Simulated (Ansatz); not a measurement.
# PBE0/def2-SVP (core potential) run of AlSbH3F (SMILES [F][AlH][SbH2])

Aim: the energy change on altering one bond length of AlSbH3F at PBE0/def2-SVP (core potential), from 2 runs. 

Program for the calculation: Ansatz 0.2.0.

60 further runs of the same task are left out: 60 set aside as unsound or not needed.

**1. Starting point**

AlSbH3F: 6 atoms, total charge 0, spin state singlet. SMILES: `[F][AlH][SbH2]`. The shape is that of a PBE0-D4/def2-TZVP optimisation. This is one conformer, not always the lowest.

Bond lengths: F1–Al2 1.653 Å, Al2–Sb3 2.636 Å, Al2–H4 1.582 Å, Sb3–H5 1.710 Å, Sb3–H6 1.709 Å. Angles: F1–Al2–Sb3 116.3°, F1–Al2–H4 116.4°, Sb3–Al2–H4 127.3°, Al2–Sb3–H5 88.3°, Al2–Sb3–H6 87.8°, H5–Sb3–H6 91.6°.

**2. A single-point energy at PBE0/def2-SVP (core potential)**

Input file run.yaml:

```yaml
crystal:
  periodic: [false, false, false]
  atoms:
    - {symbol: F, position_ang: [-1.114600, -1.632400, 1.262300]}
    - {symbol: Al, position_ang: [-0.336100, -1.039300, -0.069800]}
    - {symbol: Sb, position_ang: [1.279900, 1.003700, 0.334800]}
    - {symbol: H, position_ang: [-0.594800, -1.800700, -1.431700]}
    - {symbol: H, position_ang: [0.842100, 1.592000, -1.209900]}
    - {symbol: H, position_ang: [-0.034400, 1.812900, 1.068100]}
basis:
  gaussian: {orbitals: def2-SVP}
total_charge: 0
hamiltonian: {xc: {name: PBE0}}
accuracy: high
output: {orbitals: {seedname: orbitals}}
```

Run with:

```
$ ansatz run run.yaml --threads 1 --pin off --max-ram 3480MiB --events-out events.jsonl --progress --plain --runs-dir runs
```

What it wrote:

```text
Warning: RAYON_NUM_THREADS=1 ignored (pool sized by the plan → 1); use --threads N
Functional definition: PBE0
  name "PBE0"
  parameter a = 0.25
  parameter kappa = 0.804
  parameter beta = 0.06672455060314922
  exchange = (1 - a)*pbe_x(kappa = kappa, mu = beta*pi^2/3) + a*exact_x
  correlation = pbe_c(beta = beta)
1642 factors; integrals over basis functions are off by at most 3.6e-9 eV
mean field evaluation 1: about -15890.0144 eV, gradient 3.4e1 eV
mean field evaluation 2: about -15886.0661 eV, gradient 6.2e1 eV
mean field evaluation 4: about -15892.0038 eV, gradient 7.6e-1 eV
mean field evaluation 8: about -15892.0762 eV, gradient 7.0e-2 eV
mean field evaluation 16: about -15892.0762 eV, gradient 3.4e-5 eV
mean field -15892.07621057 eV, -584.0230287024 hartree, gradient 2.5e-8 eV, S^2 0.000000; 0 other end points of the search recorded, 0 dependent functions left out
reference -15892.07621328 eV, -584.0230288019 hartree; 24, 24 occupied and 49, 49 virtual orbitals, 1642 factors
Total energy: -15892.07621328 eV, -584.0230288019 hartree
```

Wall time 7.2 s (1 thread of Arm Neoverse V1, shared host); peak memory 0.23 GiB.

**3. The distorted shape**

Input file job.yaml:

```yaml
crystal:
  periodic: [false, false, false]
  atoms:
    - {symbol: F, position_ang: [-0.907634, -1.023262, 2.351853]}
    - {symbol: Al, position_ang: [-0.129134, -0.430162, 1.019753]}
    - {symbol: Sb, position_ang: [1.486866, 1.612838, 1.424353]}
    - {symbol: H, position_ang: [-0.594800, -1.800700, -1.431700]}
    - {symbol: H, position_ang: [1.049066, 2.201138, -0.120347]}
    - {symbol: H, position_ang: [0.172566, 2.422038, 2.157653]}
basis:
  gaussian: {orbitals: def2-SVP}
output: {orbitals: {seedname: orbitals}}
accuracy: high
total_charge: 0
hamiltonian: {xc: pbe0}
```

Run with:

```
$ ansatz run job.yaml --threads 1 --pin off --max-ram 3480MiB --events-out events.jsonl --progress --plain --runs-dir runs
```

What it wrote, shortened:

```text
Warning: RAYON_NUM_THREADS=1 ignored (pool sized by the plan → 1); use --threads N
[... 7 set-up lines as earlier in the session ...]
1619 factors; integrals over basis functions are off by at most 6.4e-9 eV
mean field evaluation 1: about -15886.2308 eV, gradient 3.6e1 eV
mean field evaluation 2: about -15878.9348 eV, gradient 6.7e1 eV
mean field evaluation 4: about -15889.1481 eV, gradient 1.1e0 eV
mean field evaluation 8: about -15889.2144 eV, gradient 2.0e-1 eV
mean field evaluation 16: about -15889.2147 eV, gradient 1.0e-5 eV
mean field -15889.21468876 eV, -583.9178697156 hartree, gradient 2.1e-8 eV, S^2 0.000000; 0 other end points of the search recorded, 0 dependent functions left out
reference -15889.21469166 eV, -583.9178698220 hartree; 24, 24 occupied and 49, 49 virtual orbitals, 1619 factors
Total energy: -15889.21469166 eV, -583.9178698220 hartree
```

Wall time 7.5 s (1 thread of Arm Neoverse V1, shared host); peak memory 0.23 GiB.

**4. Outcome**

Level: PBE0/def2-SVP (core potential).

| quantity | value |
| --- | --- |
| first shape: total energy | -584.02303 Eh |
| first shape: HOMO energy | -7.14 eV |
| first shape: LUMO energy | -1.37 eV |
| first shape: HOMO–LUMO gap | 5.77 eV |
| distorted shape: total energy | -583.91787 Eh |
| distorted shape: HOMO energy | -6.46 eV |
| distorted shape: LUMO energy | -2.84 eV |
| distorted shape: HOMO–LUMO gap | 3.62 eV |
| energy change with the Al2–H4 bond stretched from 1.582 to 2.847 Å | 2.862 eV |

What this shows: With the Al2–H4 bond stretched from 1.582 to 2.847 Å the energy rises by 2.86 eV (276 kJ/mol). The first shape isn't relaxed at this level, so the change isn't measured from a minimum.
